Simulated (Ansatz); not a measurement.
# C₈H₂₀Si: small, medium and large basis sets

The task here is to estimate one member of a computed series from the others.

The runs use Ansatz 0.2.0, Gaussian basis; one geometry, several basis sets.

The runs, in order: PBE0-D4/def2-SVP; ωB97M-V/def2-SVP; PBE0-D4/def2-QZVPP; ωB97M-V/def2-QZVPP; the functionals' def2-TZVPP values are taken from earlier runs.

## Structure used throughout

The geometry comes from an earlier relaxation with PBE0-D4 in a triple-zeta def2 set; it is a stationary point, not always the lowest conformer.

SMILES `CC[Si](CC)(CC)CC`, 29 atoms, charge 0, spin multiplicity 1.

Atoms are counted from 1 here; the program's logs count them from 0.

Bond lengths: C1–C2 1.526 Å, C1–H10 1.094 Å, C1–H11 1.093 Å, C1–H12 1.094 Å, C2–Si3 1.884 Å, C2–H13 1.096 Å, C2–H14 1.096 Å, Si3–C4 1.884 Å, Si3–C6 1.884 Å, Si3–C8 1.884 Å, C4–C5 1.526 Å, C4–H15 1.096 Å, C4–H16 1.096 Å, C5–H17 1.094 Å, C5–H18 1.094 Å, C5–H19 1.093 Å, C6–C7 1.526 Å, C6–H20 1.096 Å and more. Angles: C2–C1–H10 111.5°, C2–C1–H11 112.0°, C2–C1–H12 111.5°, H10–C1–H11 107.2°, H10–C1–H12 107.1°, H11–C1–H12 107.2°, C1–C2–Si3 114.6°, C1–C2–H13 110.1°, C1–C2–H14 110.1°, Si3–C2–H13 108.2°, Si3–C2–H14 108.2°, H13–C2–H14 105.3°, C2–Si3–C4 110.0°, C2–Si3–C6 108.4°, C2–Si3–C8 110.0°, C4–Si3–C6 110.0°, C4–Si3–C8 108.4°, C6–Si3–C8 110.0° and more.

Set-up of the first run:

File in.yaml:

```yaml
crystal:
  periodic: [false, false, false]
  atoms:
    - {symbol: C, position_ang: [0.197914, 0.892485, -2.725356]}
    - {symbol: C, position_ang: [0.483377, 1.292259, -1.280964]}
    - {symbol: Si, position_ang: [-0.004404, -0.000213, 0.000643]}
    - {symbol: C, position_ang: [-1.854129, -0.345274, -0.101969]}
    - {symbol: C, position_ang: [-2.741066, 0.871982, 0.141391]}
    - {symbol: C, position_ang: [0.434358, 0.662377, 1.709283]}
    - {symbol: C, position_ang: [0.097826, -0.280355, 2.860623]}
    - {symbol: C, position_ang: [0.919178, -1.610481, -0.323193]}
    - {symbol: C, position_ang: [2.439281, -1.490219, -0.274340]}
    - {symbol: H, position_ang: [0.736298, -0.017965, -3.002888]}
    - {symbol: H, position_ang: [0.494016, 1.672328, -3.432306]}
    - {symbol: H, position_ang: [-0.866298, 0.697757, -2.884648]}
    - {symbol: H, position_ang: [-0.036523, 2.226645, -1.038785]}
    - {symbol: H, position_ang: [1.549865, 1.513008, -1.154958]}
    - {symbol: H, position_ang: [-2.067441, -0.775908, -1.087396]}
    - {symbol: H, position_ang: [-2.094338, -1.136374, 0.618096]}
    - {symbol: H, position_ang: [-2.570996, 1.299961, 1.133223]}
    - {symbol: H, position_ang: [-2.545072, 1.662912, -0.587868]}
    - {symbol: H, position_ang: [-3.803932, 0.624455, 0.073175]}
    - {symbol: H, position_ang: [-0.078146, 1.621910, 1.845832]}
    - {symbol: H, position_ang: [1.504293, 0.901463, 1.718566]}
    - {symbol: H, position_ang: [0.625045, -1.233641, 2.765171]}
    - {symbol: H, position_ang: [0.369679, 0.144585, 3.830740]}
    - {symbol: H, position_ang: [-0.971557, -0.506458, 2.894018]}
    - {symbol: H, position_ang: [0.602864, -1.995571, -1.299745]}
    - {symbol: H, position_ang: [0.576335, -2.353674, 0.406275]}
    - {symbol: H, position_ang: [2.782323, -1.138780, 0.702719]}
    - {symbol: H, position_ang: [2.932232, -2.447256, -0.465869]}
    - {symbol: H, position_ang: [2.809221, -0.780258, -1.019274]}
basis:
  gaussian: {orbitals: def2-SVP}
hamiltonian: {xc: pbe0, dispersion: d4}
output: {orbitals: {seedname: orbitals}}
```

The run is started by

```console
> ansatz run in.yaml --threads 4 --pin off --events-out ev --progress --plain --max-ram 46080MiB --backend cpu
```

Steps of the session up to this table: PBE0-D4 in def2-SVP; ωB97M-V in def2-SVP; PBE0-D4 in def2-QZVPP; ωB97M-V in def2-QZVPP.

One table of the session follows, with a row left open; its other results are not shown here.

It belongs to the step «Functionals by basis». 

```
functional       basis  HOMO (eV)  LUMO (eV)
   PBE0-D4    def2-SVP      -7.63       1.29
   PBE0-D4  def2-TZVPP      -7.65       0.79
   PBE0-D4  def2-QZVPP      -7.65       0.46
   ωB97M-V    def2-SVP          ?          ?
   ωB97M-V  def2-TZVPP      -9.89       2.22
   ωB97M-V  def2-QZVPP      -9.89       1.66
```

**Question.** Estimate the row for ωB97M-V, def2-SVP.

The run gave: HOMO (eV): -9.86; LUMO (eV): 2.88. In the column «HOMO (eV)» it lies between ωB97M-V, def2-QZVPP (-9.89) and PBE0-D4, def2-TZVPP (-7.65).
